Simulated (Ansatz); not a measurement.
Runs of Ansatz 0.2.0 on CS2. Symmetry: Cmce, No. 64, orthorhombic system. Conventional cell: a = 7.292 Å, b = 5.989 Å, c = 9.851 Å, α = 90.00°, β = 90.00°, γ = 90.00°. Around S (site symmetry m) lie 1 C at 1.56 Å. Around C (site symmetry 2/m) lie 2 S at 1.56 Å. The cell comes from a database or a generator and needn't be the stable form of this composition.

| task | level | cell | cutoff (eV) | points for each segment of the path | gap on the mesh (eV) | pressure (GPa) | largest force (eV/Å) |
| --- | --- | --- | --- | --- | --- | --- | --- |
| band structure | PBEsol | as given | 420 | 14 | 3.41 | -0.1 | (b) |
| band structure | r2SCAN | as given | 500 | 14 | 3.75 | -0.7 | 0.21 |
| band structure | LDA | as given | 420 | 14 | (a) | -1.1 | 0.22 |
| relaxation of cell and atoms | LDA | relaxed | 420 | - | 2.27 | 0.0 | - |

Alike in all rows: potentials or basis Ansatz PAW; no spin polarisation; k mesh 6 × 6 × 3; smearing fermi-dirac 0.05 eV.

Question: Estimate the missing entries.

Answer: (a) 3.32; (b) 0.09.

Caveats: the PAW data sets come from PBE, with cores solved anew for the run's functional, which leaves a small shift of forces and pressure; odd divisions of the mesh miss points on the zone boundary, where band edges often lie, so the gap on the mesh can be too wide (some runs); the plane-wave basis is chosen anew once the cell has moved, so the energies of steps on either side of that aren't comparable (some runs).

A k mesh can miss the band edges.

Runs at the PBE level aren't shown here.
